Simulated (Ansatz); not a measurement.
# GeH5NOSi: rigid scan of one bond length in Python

How does the energy of GeH5NOSi change as one bond is stretched? A script is to give a rigid scan of one bond length; the system is GeH5NOSi.

Program: the Python package of Ansatz 0.2.0. Level of theory: PBE0+D4/def2-SVP. These are calculated values, not measurements.

### 1 Starting point

Bond lengths: N1–Ge2 1.806 Å, Ge2–O3 1.795 Å, Ge2–Si4 2.282 Å, O3–Si4 1.658 Å, N1–H5 1.054 Å, N1–H6 1.108 Å, Ge2–H7 1.579 Å, Si4–H8 1.500 Å, Si4–H9 1.462 Å. Angles (14 of 16 angles, heavy atoms first): N1–Ge2–O3 106.9°, N1–Ge2–Si4 115.6°, O3–Ge2–Si4 46.1°, Ge2–O3–Si4 82.6°, Ge2–Si4–O3 51.3°, N1–Ge2–H7 118.1°, O3–Ge2–H7 108.0°, Si4–Ge2–H7 125.6°, Ge2–N1–H5 111.0°, Ge2–N1–H6 108.1°, Ge2–Si4–H8 113.8°, Ge2–Si4–H9 118.9°, O3–Si4–H8 108.1°, O3–Si4–H9 117.6°.

No structure file is read: the coordinates are typed or built in the script.

### 2 Script

The input, geh5nosi.py:

```python
import warnings

import ansatz as az
import matplotlib.pyplot as plt
import numpy as np

BASIS = "def2-SVP"
XC = "pbe0"
DISPERSION = "d4"

GEOMETRY = """
N    -0.90420    1.12620   -1.03290
Ge    0.39170    0.58450    0.10190
O     0.82670   -1.09400   -0.36400
Si    0.06700   -1.45850    1.06430
H    -0.57550    1.07870   -2.03320
H    -1.08180    2.20680   -0.86200
H     1.72130    1.43260    0.17000
H    -1.26220   -2.07430    0.74260
H     0.90550   -1.84840    2.19620
"""

warnings.simplefilter("ignore", az.DeckWarning)

molecule = az.Crystal.molecule()
for line in GEOMETRY.strip().splitlines():
    symbol, *xyz = line.split()
    molecule = molecule.atom(symbol, [float(v) for v in xyz])

symbols = [site.symbol for site in molecule.cartesian_sites]
start = np.array([site.position_ang for site in molecule.cartesian_sites])
axis = (start[4] - start[0]) / np.linalg.norm(start[4] - start[0])
moving = [4]
lengths, energies = [0.928, 0.97, 1.012, 1.054, 1.096, 1.138, 1.18, 1.244], []
for length in lengths:
    xyz = start.copy()
    xyz[moving] += (length - np.linalg.norm(start[4] - start[0])) * axis
    point = az.Crystal.molecule()
    for symbol, xyz in zip(symbols, xyz):
        point = point.atom(symbol, xyz.tolist())
    base = point.calculation().basis(gaussian=BASIS).functional(XC, dispersion=DISPERSION)
    report = base.run().report
    energies.append(report["free_energy_ev"])
    print(f"r = {length:6.3f} A  E = {energies[-1]:.5f} eV  <S^2> = {abs(report['mean_field']['state']['spin_squared']):.3f}")

fit = np.polynomial.Polynomial.fit(lengths, np.array(energies) - min(energies), 4).convert()
roots = [r.real for r in fit.deriv().roots() if abs(r.imag) < 1e-9 and fit.deriv(2)(r.real) > 0]
r_e = min(roots, key=lambda r: abs(r - lengths[int(np.argmin(energies))]))
print(f"minimum of the fit at {r_e:.4f} A, force constant {fit.deriv(2)(r_e):.2f} eV/A^2")
plt.figure(figsize=(4.5, 3))
plt.plot(lengths, np.array(energies) - min(energies), "o-")
plt.xlabel("bond length (A)")
plt.ylabel("E - E(min) (eV)")
plt.tight_layout()
plt.savefig("scan.png", dpi=100)
```

### 3 The calls as engine input

The package turns the script's settings into the engine's input (first run):

```yaml
crystal:
  periodic: [false, false, false]
  atoms:
    - { symbol: "N", position_ang: [-0.9042, 1.1262, -1.0329] }
    - { symbol: Ge, position_ang: [0.3917, 0.5845, 0.1019] }
    - { symbol: O, position_ang: [0.8267, -1.094, -0.364] }
    - { symbol: Si, position_ang: [0.067, -1.4585, 1.0643] }
    - { symbol: H, position_ang: [-0.6147922271986621, 1.0843780675142576, -1.9136258750629092] }
    - { symbol: H, position_ang: [-1.0818, 2.2068, -0.862] }
    - { symbol: H, position_ang: [1.7213, 1.4326, 0.17] }
    - { symbol: H, position_ang: [-1.2622, -2.0743, 0.7426] }
    - { symbol: H, position_ang: [0.9055, -1.8484, 2.1962] }
basis:
  gaussian:
    orbitals: def2-SVP
hamiltonian:
  xc: pbe0
  dispersion: d4
```

### 4 Launch

Launch:

```console
> python geh5nosi.py
```

What it wrote:

```text
r =  0.928 A  E = -67987.25260 eV  <S^2> = 0.000
r =  0.970 A  E = -67987.42705 eV  <S^2> = 0.000
r =  1.012 A  E = -67987.49367 eV  <S^2> = 0.000
r =  1.054 A  E = -67987.47753 eV  <S^2> = 0.000
r =  1.096 A  E = -67987.39837 eV  <S^2> = 0.000
r =  1.138 A  E = -67987.27170 eV  <S^2> = 0.000
r =  1.180 A  E = -67987.10976 eV  <S^2> = 0.000
r =  1.244 A  E = -67986.81647 eV  <S^2> = 0.000
minimum of the fit at 1.0235 A, force constant 43.76 eV/A^2
```

Wall time 37 s (1 thread of Arm Neoverse V1, shared host); peak memory 0.32 GiB.

### 5 Inputs of later runs

The engine's inputs for some of the other runs:

Run 3, against run 1:

```diff
@@ -8 +8 @@
-    - { symbol: H, position_ang: [-0.6147922271986621, 1.0843780675142576, -1.9136258750629092] }
+    - { symbol: H, position_ang: [-0.5885958339709548, 1.0805924615564964, -1.9933467516849828] }
```

Run 5, against run 1:

```diff
@@ -8 +8 @@
-    - { symbol: H, position_ang: [-0.6147922271986621, 1.0843780675142576, -1.9136258750629092] }
+    - { symbol: H, position_ang: [-0.5623994407432475, 1.0768068555987351, -2.0730676283070566] }
```

Run 6, against run 1:

```diff
@@ -8 +8 @@
-    - { symbol: H, position_ang: [-0.6147922271986621, 1.0843780675142576, -1.9136258750629092] }
+    - { symbol: H, position_ang: [-0.549301244129394, 1.0749140526198546, -2.1129280666180934] }
```

Lines on the test bed's own set-up are left out of the output.

### 6 What each run gave

One row for each of the 8 runs:

```tsv
run	distance (Å)	energy from run 3 (eV)	SCF cycles	CPU time (s)
1	0.93	0.2411	17	4.4
2	0.97	0.0666	17	4.4
3	1.01	0.0000	17	4.4
4	1.05	0.0161	17	4.4
5	1.10	0.0953	17	4.4
6	1.14	0.2220	17	4.4
7	1.18	0.3839	17	4.3
8	1.24	0.6772	18	4.3
```

### 7 Summary of results

| quantity | value |
| --- | --- |
| bond length at the fit's minimum | 1.0235 Å |
| runs compared | 8 |
| range of energy | 0.677 eV |
| lowest point, distance (Å) | 1.01 |

What this shows: The curve has its lowest point inside the range, at 1.01. The ends stand 0.241 and 0.677 eV above it. The distance scanned is the script's pair 0, 4. The rest of the molecule is held rigid at a force-field or estimated start geometry, and the basis set is modest; single-reference methods fail as a bond breaks. The orbitals are restricted, so S² is zero by construction.
